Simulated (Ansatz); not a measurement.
# C2H2AlF: a short trajectory

Aim: follow C2H2AlF for 50 steps with a Nosé-Hoover thermostat (1000 K) and see how far bonds stretch and how energy moves between motion and potential.

Program: Ansatz 0.2.0, Gaussian basis. Level of theory: revPBE/def2-SVP. These are calculated values, not measurements.

## (1) Structure used throughout

The geometry comes from an earlier relaxation with PBE0-D4 in a triple-zeta def2 set; it is a stationary point.

6 atoms, charge 0, spin multiplicity 1.

Atoms are counted from 1 here; the program's logs count them from 0.

Bond lengths: F1–C2 1.267 Å, C2–C3 1.210 Å, C3–Al4 1.895 Å, Al4–H5 1.580 Å, Al4–H6 1.580 Å. Angles: F1–C2–C3 180.0°, C2–C3–Al4 179.8°, C3–Al4–H5 118.9°, C3–Al4–H6 118.9°, H5–Al4–H6 122.3°.

## (2) The run

Input file in.yaml:

```yaml
crystal:
  periodic: [false, false, false]
  atoms:
    - {symbol: F, position_ang: [2.376174, 1.687464, 0.936300]}
    - {symbol: C, position_ang: [1.395402, 0.986670, 0.545987]}
    - {symbol: C, position_ang: [0.458807, 0.317876, 0.173344]}
    - {symbol: Al, position_ang: [-1.003756, -0.735932, -0.410571]}
    - {symbol: H, position_ang: [-1.081973, -1.155350, -1.931781]}
    - {symbol: H, position_ang: [-2.102554, -1.164828, 0.640521]}
basis:
  gaussian: {orbitals: def2-SVP}
hamiltonian: {xc: {name: revPBE}}
md: {timestep: 1 fs, n_steps: 50, ensemble: nvt_nose_hoover, temperature: 1000, initial_velocities: maxwell_boltzmann, seed: 347}
```

The run is started by

```sh
ansatz run in.yaml --threads 2 --pin off --events-out ev --progress --plain --max-ram 4352MiB
```

Output, shortened:

```text
Functional definition: revPBE
  name "revPBE"
  cite "Zhang & Yang, Phys. Rev. Lett. 80, 890 (1998) doi:10.1103/PhysRevLett.80.890"
  cite "Perdew, Burke & Ernzerhof, Phys. Rev. Lett. 77, 3865 (1996) doi:10.1103/PhysRevLett.77.3865"
[...]
773 factors; their error is unknown
[...]
mean field -11408.88447586 eV, -419.2687712682 hartree, gradient 5.7e-5 eV, S^2 0.000000; 0 other end points of the search recorded, 0 dependent functions left out
[...]
reference -11408.88451755 eV, -419.2687728002 hartree; 18, 18 occupied and 52, 52 virtual orbitals, 773 factors
md step     0: t =     0.00 fs  T =  1000.0 K  F+E_penalty+E_count = -11408.88447586 eV  E_kin = 0.517040 eV  conserved = -11408.36743586 eV  (25 SCF iters)
[...]
md step    12: t =    12.00 fs  T =   368.0 K  F+E_penalty+E_count = -11408.55597934 eV  E_kin = 0.190292 eV  conserved = -11408.36652331 eV  (29 SCF iters)
[...]
md step    24: t =    24.00 fs  T =   445.8 K  F+E_penalty+E_count = -11408.59127394 eV  E_kin = 0.230496 eV  conserved = -11408.36483576 eV  (29 SCF iters)
[...]
md step    36: t =    36.00 fs  T =   848.6 K  F+E_penalty+E_count = -11408.78740843 eV  E_kin = 0.438750 eV  conserved = -11408.36686135 eV  (26 SCF iters)
[...]
md step    48: t =    48.00 fs  T =   379.7 K  F+E_penalty+E_count = -11408.53394657 eV  E_kin = 0.196339 eV  conserved = -11408.36632072 eV  (29 SCF iters)
[...]
md step    49: t =    49.00 fs  T =   347.9 K  F+E_penalty+E_count = -11408.51517977 eV  E_kin = 0.179871 eV  conserved = -11408.36489201 eV  (29 SCF iters)
[...]
md step    50: t =    50.00 fs  T =   341.6 K  F+E_penalty+E_count = -11408.50985796 eV  E_kin = 0.176614 eV  conserved = -11408.36367843 eV  (26 SCF iters)
Total energy: -11408.50989983 eV, -419.2550058529 hartree
Atom 0 at     2.419258     1.709092     0.939879 Å, force    -0.247736    -0.440286    -0.154201 eV/Å
Atom 1 at     1.447909     0.955381     0.527738 Å, force    -1.434529    -0.079230    -0.042092 eV/Å
Atom 2 at     0.340596     0.396039     0.277926 Å, force     2.204686     0.403981    -0.476946 eV/Å
Atom 3 at    -0.999051    -0.777582    -0.457483 Å, force     0.439177     0.983481     0.858905 eV/Å
Atom 4 at    -1.372320    -1.318024    -1.834657 Å, force     0.182598    -0.351426    -1.055702 eV/Å
Atom 5 at    -1.967277    -0.853455     0.702935 Å, force    -1.144197    -0.516521     0.870036 eV/Å
Dipole moment:     0.157427    -0.100074    -0.154748 e Å
```

It took 39 s on 2 threads of Arm Neoverse V1, shared host.

## (3) Frames and traces

Every 4 steps, with energies from the start:

| time (fs) | T (K) | potential (meV) | conserved (meV) | Al4–H6 (Å) |
| --- | --- | --- | --- | --- |
| 0.0 | 1000 | 0.0 | 0.00 | 1.580 |
| 4.0 | 744 | 134.8 | 2.25 | 1.698 |
| 8.0 | 571 | 223.5 | 1.57 | 1.687 |
| 12.0 | 368 | 328.5 | 0.91 | 1.553 |
| 16.0 | 146 | 445.8 | 2.92 | 1.512 |
| 20.0 | 375 | 326.7 | 1.06 | 1.640 |
| 24.0 | 446 | 293.2 | 2.60 | 1.712 |
| 28.0 | 812 | 105.4 | 0.86 | 1.629 |
| 32.0 | 868 | 83.4 | 2.08 | 1.523 |
| 36.0 | 849 | 97.1 | 0.58 | 1.587 |
| 40.0 | 496 | 285.6 | 2.25 | 1.700 |
| 44.0 | 297 | 391.8 | 2.85 | 1.679 |
| 48.0 | 380 | 350.5 | 1.12 | 1.550 |

Positions (Å) and forces (eV/Å) at 50.0 fs:

```xyz
6

F     2.419    1.709    0.940   -0.248   -0.440   -0.154
C     1.448    0.955    0.528   -1.435   -0.079   -0.042
C     0.341    0.396    0.278    2.205    0.404   -0.477
Al   -0.999   -0.778   -0.457    0.439    0.983    0.859
H    -1.372   -1.318   -1.835    0.183   -0.351   -1.056
H    -1.967   -0.853    0.703   -1.144   -0.517    0.870
```

## (4) What came out

```
                              quantity                          value
                                length             50 steps of 1.0 fs
     temperature, first and last frame                    1000, 342 K
              temperature, second half  mean 606 K, from 286 to 896 K
                swing of the potential                        480 meV
largest change of the conserved energy                       4.12 meV
                       range of Al4–H6               1.502 to 1.713 Å
```

In words: The temperature starts at 1000 K and ranges from 100 to 1018 K; in so small a system it swings widely. The conserved energy moves by 4.12 meV, 0.9 % of the potential's swing, so the step is short enough for this stretch. Al4–H6 swings most, by 0.21 Å; no bond breaks. A run of 50 fs gives no averages.
